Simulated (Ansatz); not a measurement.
# Ge₂H₆O: small, medium and large basis sets

One table from this session's results is given with a row withheld; the runs are named, their logs left out.

Program: Ansatz 0.2.0, Gaussian basis. Level of theory: one geometry, several basis sets. These are calculated values, not measurements.

Plan: PBE0-D4/def2-SVP; ωB97M-V/def2-SVP; PBE0-D4/def2-QZVPP; ωB97M-V/def2-QZVPP; the functionals' def2-TZVPP values are taken from earlier runs.

### The relaxed structure

The geometry comes from an earlier relaxation with PBE0-D4 in a triple-zeta def2 set; it is a stationary point, not always the lowest conformer.

SMILES `[GeH3][O][GeH3]`, 9 atoms, charge 0, spin multiplicity 1.

Atoms are counted from 1 here; the program's logs count them from 0.

Bond lengths: Ge1–O2 1.773 Å, Ge1–H4 1.541 Å, Ge1–H5 1.533 Å, Ge1–H6 1.541 Å, O2–Ge3 1.773 Å, Ge3–H7 1.533 Å, Ge3–H8 1.541 Å, Ge3–H9 1.541 Å. Angles: O2–Ge1–H4 109.2°, O2–Ge1–H5 105.7°, O2–Ge1–H6 109.2°, H4–Ge1–H5 111.3°, H4–Ge1–H6 110.0°, H5–Ge1–H6 111.3°, Ge1–O2–Ge3 127.5°, O2–Ge3–H7 105.7°, O2–Ge3–H8 109.2°, O2–Ge3–H9 109.2°, H7–Ge3–H8 111.3°, H7–Ge3–H9 111.3°, H8–Ge3–H9 109.9°.

Set-up of the first run:

File in.yaml:

```yaml
crystal:
  periodic: [false, false, false]
  atoms:
    - {symbol: Ge, position_ang: [-0.704869, 1.073555, -0.927535]}
    - {symbol: O, position_ang: [0.733799, 0.211545, -0.351605]}
    - {symbol: Ge, position_ang: [0.808079, -1.058846, 0.883354]}
    - {symbol: H, position_ang: [-1.697581, 0.059650, -1.529317]}
    - {symbol: H, position_ang: [-0.201552, 2.057739, -1.990099]}
    - {symbol: H, position_ang: [-1.360810, 1.813625, 0.254694]}
    - {symbol: H, position_ang: [2.286848, -1.450363, 0.987979]}
    - {symbol: H, position_ang: [-0.056810, -2.253552, 0.435836]}
    - {symbol: H, position_ang: [0.281296, -0.499756, 2.219593]}
basis:
  gaussian: {orbitals: def2-SVP}
hamiltonian: {xc: pbe0, dispersion: d4}
output: {orbitals: {seedname: orbitals}}
```

Steps of the session up to this table: PBE0-D4 in def2-SVP; ωB97M-V in def2-SVP; PBE0-D4 in def2-QZVPP; ωB97M-V in def2-QZVPP.

One of the session's tables, all rows but one given; the rest of the session is left out.

It belongs to the step «Density functionals: the series». 

| functional | basis | HOMO (eV) | LUMO (eV) |
| --- | --- | --- | --- |
| PBE0-D4 | def2-SVP | -8.11 | 0.01 |
| PBE0-D4 | def2-TZVPP | -8.20 | -0.24 |
| PBE0-D4 | def2-QZVPP | -8.21 | -0.43 |
| ωB97M-V | def2-SVP | -10.38 | 1.92 |
| ωB97M-V | def2-TZVPP | -10.51 | 1.57 |
| ωB97M-V | def2-QZVPP | ? | ? |

Q: Estimate the row for ωB97M-V, def2-QZVPP from the others.

**Answer.** HOMO (eV): -10.52; LUMO (eV): 1.19. In the column «HOMO (eV)» it is the lowest.
